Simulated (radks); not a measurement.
# Ionisation of Ce⁺: one atom, several choices of exchange strength α

How much does the choice of exchange strength α matter for taking an electron from Ce⁺? Both Ce⁺ ([Xe] 4f1 5d2) and Ce²⁺ ([Xe] 4f2) are run for each choice.

Method: Dirac Kohn-Sham, spin-unpolarised, spherical densities, point nucleus; open shells are shared between the two j in proportion to 2j + 1. Code: radks (a radial shooting solver on a logarithmic mesh, Libxc functionals) version 1.

## (1) The system

```
element       : cerium (Z = 58)
charge        : +1
electrons     : 57
configuration : [Xe] 4f1 5d2
ion           : Ce²⁺, [Xe] 4f2
choices       : α = 0.613; α = 0.667; α = 0.675; α = 0.977; α = 0.989; α = 0.999
```

The outer shells:

Ce⁺
```
[Xe] core
4f [↑ ][  ][  ][  ][  ][  ][  ]
5d [↑ ][↑ ][  ][  ][  ]
```

Ce²⁺
```
[Xe] core
4f [↑ ][↑ ][  ][  ][  ][  ][  ]
```

## (2) α = 0.613: Ce⁺

Settings of this run:

```text
Z 58
configuration [Xe] 4f1 5d2
relativity Dirac
functional xalpha 0.613
spin unpolarised
j_filling average
nucleus point
c 137.035999084
```

## (3) α = 0.613: Ce²⁺

Settings, as their differences from step 2:

```diff
@@ -1,3 +1,3 @@
 Z 58
-configuration [Xe] 4f1 5d2
+configuration [Xe] 4f2
 relativity Dirac
```

## (4) α = 0.667: Ce⁺

Settings of this run:

```text
Z 58
configuration [Xe] 4f1 5d2
relativity Dirac
functional xalpha 0.667
spin unpolarised
j_filling average
nucleus point
c 137.035999084
```

## (5) α = 0.667: Ce²⁺

Settings, as their differences from step 4:

```diff
@@ -1,3 +1,3 @@
 Z 58
-configuration [Xe] 4f1 5d2
+configuration [Xe] 4f2
 relativity Dirac
```

## (6) α = 0.675: Ce⁺

Settings of this run:

```text
Z 58
configuration [Xe] 4f1 5d2
relativity Dirac
functional xalpha 0.675
spin unpolarised
j_filling average
nucleus point
c 137.035999084
```

## (7) α = 0.675: Ce²⁺

Settings, as their differences from step 6:

```diff
@@ -1,3 +1,3 @@
 Z 58
-configuration [Xe] 4f1 5d2
+configuration [Xe] 4f2
 relativity Dirac
```

## (8) α = 0.977: Ce⁺

Settings of this run:

```text
Z 58
configuration [Xe] 4f1 5d2
relativity Dirac
functional xalpha 0.977
spin unpolarised
j_filling average
nucleus point
c 137.035999084
```

## (9) α = 0.977: Ce²⁺

Settings, as their differences from step 8:

```diff
@@ -1,3 +1,3 @@
 Z 58
-configuration [Xe] 4f1 5d2
+configuration [Xe] 4f2
 relativity Dirac
```

## (10) α = 0.989: Ce⁺

Settings of this run:

```text
Z 58
configuration [Xe] 4f1 5d2
relativity Dirac
functional xalpha 0.989
spin unpolarised
j_filling average
nucleus point
c 137.035999084
```

## (11) α = 0.989: Ce²⁺

Settings, as their differences from step 10:

```diff
@@ -1,3 +1,3 @@
 Z 58
-configuration [Xe] 4f1 5d2
+configuration [Xe] 4f2
 relativity Dirac
```

## (12) α = 0.999: Ce⁺

Settings of this run:

```text
Z 58
configuration [Xe] 4f1 5d2
relativity Dirac
functional xalpha 0.999
spin unpolarised
j_filling average
nucleus point
c 137.035999084
```

## (13) α = 0.999: Ce²⁺

Settings, as their differences from step 12:

```diff
@@ -1,3 +1,3 @@
 Z 58
-configuration [Xe] 4f1 5d2
+configuration [Xe] 4f2
 relativity Dirac
```

What does the calculation give? Wanted: for each run, exchange strength α; E(Ce⁺); Δ-SCF; −ε(HOMO); <r> HOMO; error.

**Answer**, as computed:

```tsv
exchange strength α	E(Ce⁺) (hartree)	Δ-SCF (eV)	−ε(HOMO) (eV)	<r> HOMO (bohr)	error (eV)
α = 0.613	-8836.8822	9.167	5.938	3.036	-1.79
α = 0.667	-8852.8813	8.912	6.310	2.958	-2.04
α = 0.675	-8855.2540	8.874	6.367	2.947	-2.08
α = 0.977	-8945.2717	7.270	8.834	2.589	-3.69
α = 0.989	-8948.8666	7.202	8.945	2.577	-3.75
α = 0.999	-8951.8635	7.146	9.038	2.568	-3.81
```

What this shows: The NIST Atomic Spectra Database lists 10.96 eV (semi-empirical). Nearest is α = 0.613 (-1.79 eV off), farthest α = 0.999 (-3.81 eV). The ionisation energies span 2.02 eV, the total energies of Ce⁺ 3129 eV: most of the change in the total cancels in the difference. α = 2/3 is LDA exchange; there is no correlation term. The central value is not crossed in this range. Spin polarisation and multiplet splitting are left out, so open shells lie too high by an amount that depends on their filling. Sharing an open shell by 2j + 1 raises it above the true ground level by a part of the spin-orbit splitting, which enters the differences from NIST.
